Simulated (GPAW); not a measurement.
**HPbNO4 in GPAW: the effect of functional**

Crystal: HPbNO4.

```xyz
7
Lattice="4.2753 -0.0004 0.0064 -2.0840 5.2077 -0.0491 -2.1238 -1.8657 4.9149" Properties=species:S:1:pos:R:3 pbc="T T T"
H     2.2338   -1.5247    4.4769
Pb    0.1373    4.0030    0.6652
N    -2.0197    1.5311    2.4473
O     2.2736    4.7756    0.1022
O    -1.9905    2.6889    2.9560
O     2.2225    1.4102    1.1945
O    -2.0163    0.5081    3.1892
```

The cell was built by a generator and needn't be a form met in nature.

Alike in all runs:

| Quantity | Value |
| --- | --- |
| Program | GPAW 26.7.0 |
| Task | band structure |
| Cutoff | 800 eV |
| Basis | pw |
| k mesh | 6 × 4 × 4 |
| Occupations | fermi-dirac, width 0.05 eV |
| Spin | no spin polarisation |

Task: One run gave: gap on the mesh 3.21 eV; pressure -3.2 GPa; largest force 0.64 eV/Å. Which functional did it use?
A. AM05
B. r2SCAN
C. PW91

Result: B.

```csv
functional,potentials or basis,gap on the mesh (eV),pressure (GPa),largest force (eV/Å)
AM05,PAW data sets generated in the run's folder for this functional,2.88,-2.2,0.57
PW91,PAW data sets generated in the run's folder for this functional,2.86,-0.5,0.09
r2SCAN,GPAW PAW data sets (gpaw-data 1.2.1),3.21,-3.2,0.64
```

Caveats: spin-orbit coupling is left out, which as a rule narrows the gap of such compounds by several tenths of an eV; the PAW data sets were made with another functional, which shifts forces and pressure a little (some runs).

A k mesh can miss the band edges.

Runs at the PBE level aren't shown here.
